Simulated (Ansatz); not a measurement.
K3Ge in Ansatz: convergence with k mesh

Input of the first run (k mesh 2 × 2 × 2); the others differ in this setting and in those tied to it:

The input input.yaml:

```yaml
crystal:
  lattice:
    - [0.0, 4.311011, 4.311011]
    - [4.311011, 0.0, 4.311011]
    - [4.311011, 4.311011, 0.0]
  atoms:
    - { symbol: Ge, position: [0.0, 0.0, 0.0] }
    - { symbol: K, position: [0.5, 0.5, 0.5] }
    - { symbol: K, position: [0.75, 0.75, 0.75] }
    - { symbol: K, position: [0.25, 0.25, 0.25] }
hamiltonian:
  xc: pbe
  pseudopotentials: { kind: paw }
kpoints:
  mp_grid: { grid: [2, 2, 2] }
scf:
  occupations: { method: fermi_dirac, width: 0.1 }
output:
  forces: true
  stress: true
  eigenvalues: true
```

Potentials or basis: Ansatz PAW.

Command:

```console
$ ansatz run input.yaml --threads 2 --pin off --max-ram 5632MiB --backend cpu --events-out ev --progress --plain --runs-dir out
```

The cell comes from a database or a generator and needn't be the stable form of this composition.

Hardware: 2 threads of Arm Neoverse V1 (shared host).

```tsv
k mesh	energy less the tightest run, at zero smearing (meV/atom)	pressure (GPa)	SCF cycles	CPU time (s)	peak memory (GiB)
2 × 2 × 2	113.69	0.26	7	1.4	0.36
3 × 3 × 3	9.76	0.03	8	1.8	0.36
4 × 4 × 4	-1.11	0.04	8	2.5	0.39
5 × 5 × 5	-1.01	0.04	8	3	0.4
6 × 6 × 6	-0.60	0.04	8	4.1	0.42
8 × 8 × 8	-0.05	0.04	8	6.7	0.45
9 × 9 × 9	0.00	0.04	8	8.3	0.46
```

Against the tightest run, the energy stays within 1 meV/atom from 6 × 6 × 6 on; the pressure stays within 0.1 GPa from 3 × 3 × 3 on. Meshes of other sizes hit other points, so gaps and Fermi surfaces needn't settle smoothly. The tightest run that finished is the yardstick and may itself not be fully converged.
